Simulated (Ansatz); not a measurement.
**C2H7ClSi: basis-set convergence**

The task here is to estimate one member of a computed series from the others.

Computed with Ansatz 0.2.0, Gaussian basis. Level: one geometry, several basis sets.

Levels to be run: PBE0-D4/def2-SVP; ωB97M-V/def2-SVP; PBE0-D4/def2-QZVPP; ωB97M-V/def2-QZVPP; the functionals' def2-TZVPP values are taken from earlier runs.

## Structure used throughout

All runs share one geometry, relaxed beforehand with PBE0-D4 in a triple-zeta def2 set.

11 atoms, charge 0, spin multiplicity 1.

Atoms are counted from 1 here; the program's logs count them from 0.

Bond lengths: Si1–C2 1.884 Å, Si1–H5 1.488 Å, Si1–H6 1.486 Å, Si1–H7 1.488 Å, C2–C3 1.508 Å, C2–H8 1.094 Å, C2–H9 1.094 Å, C3–Cl4 1.793 Å, C3–H10 1.090 Å, C3–H11 1.090 Å. Angles: C2–Si1–H5 110.3°, C2–Si1–H6 109.7°, C2–Si1–H7 110.3°, H5–Si1–H6 109.1°, H5–Si1–H7 108.4°, H6–Si1–H7 109.1°, Si1–C2–C3 112.7°, Si1–C2–H8 108.5°, Si1–C2–H9 108.5°, C3–C2–H8 110.1°, C3–C2–H9 110.1°, H8–C2–H9 106.8°, C2–C3–Cl4 112.1°, C2–C3–H10 112.0°, C2–C3–H11 112.0°, Cl4–C3–H10 105.9°, Cl4–C3–H11 105.9°, H10–C3–H11 108.6°.

Set-up of the first run:

in.yaml

```yaml
crystal:
  periodic: [false, false, false]
  atoms:
    - {symbol: Si, position_ang: [0.040707, 1.524014, 0.047075]}
    - {symbol: C, position_ang: [-0.579164, -0.246411, 0.226314]}
    - {symbol: C, position_ang: [0.438171, -1.266274, -0.219489]}
    - {symbol: Cl, position_ang: [-0.166437, -2.945128, -0.043290]}
    - {symbol: H, position_ang: [0.371266, 1.813134, -1.374401]}
    - {symbol: H, position_ang: [-1.009383, 2.470694, 0.503661]}
    - {symbol: H, position_ang: [1.266809, 1.726383, 0.865105]}
    - {symbol: H, position_ang: [-0.847664, -0.415542, 1.273444]}
    - {symbol: H, position_ang: [-1.498860, -0.352507, -0.356856]}
    - {symbol: H, position_ang: [0.697027, -1.150686, -1.271922]}
    - {symbol: H, position_ang: [1.352930, -1.214478, 0.370860]}
basis:
  gaussian: {orbitals: def2-SVP}
hamiltonian: {xc: pbe0, dispersion: d4}
output: {orbitals: {seedname: orbitals}}
```

The run is started by

```sh
ansatz run in.yaml --threads 4 --pin off --events-out ev --progress --plain --max-ram 10444MiB
```

Among the steps run: PBE0-D4 in def2-SVP; ωB97M-V in def2-SVP; PBE0-D4 in def2-QZVPP; ωB97M-V in def2-QZVPP.

One of the session's tables, all rows but one given; the rest of the session is left out.

It belongs to the step «Density functionals: the series». 

| functional | basis | HOMO (eV) | LUMO (eV) |
| --- | --- | --- | --- |
| PBE0-D4 | def2-SVP | -8.15 | 0.70 |
| PBE0-D4 | def2-TZVPP | ? | ? |
| PBE0-D4 | def2-QZVPP | -8.36 | 0.05 |
| ωB97M-V | def2-SVP | -10.39 | 2.59 |
| ωB97M-V | def2-TZVPP | -10.60 | 1.93 |
| ωB97M-V | def2-QZVPP | -10.64 | 1.49 |

Estimate the missing values for PBE0-D4, def2-TZVPP.

As computed: HOMO (eV): -8.33; LUMO (eV): 0.28. In the column «HOMO (eV)» it lies between PBE0-D4, def2-QZVPP (-8.36) and PBE0-D4, def2-SVP (-8.15).
